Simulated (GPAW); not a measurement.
Runs of GPAW 26.7.0 on CaB2. Symmetry: P6/mmm, No. 191, hexagonal system. The conventional cell has a = 3.226 Å, b = 3.226 Å, c = 4.067 Å, α = 90.00°, β = 90.00°, γ = 120.00°. Ca (site symmetry 6/mmm) is surrounded by 12 B at 2.76 Å. B (site symmetry -6m2) is surrounded by 3 B at 1.86 Å. The cell comes from a database or a generator and needn't be the stable form of this composition.

```csv
level,potentials or basis,eigensolver,pressure (GPa)
PBEsol,"PAW data sets generated in the run's folder for this functional, pw",-,-2.9
BLYP,"PAW data sets generated in the run's folder for this functional, pw",davidson,2.6
RPBE,"the program's PAW data sets (release 1.2.1) made for this functional, pw",-,(b)
LDA,"the program's PAW data sets (release 1.2.1) made for this functional, pw",-,-6.6
revPBE,"the program's PAW data sets (release 1.2.1) made for this functional, pw",-,(a)
```

Alike in all rows: task band structure; no spin polarisation; cell as given; k mesh 9 × 9 × 7; cutoff (eV) 800; smearing fermi-dirac 0.05 eV.

Question: Estimate the missing entries.

Answer: (a) 2.3; (b) 3.0.

Runs at the PBE level aren't shown here.
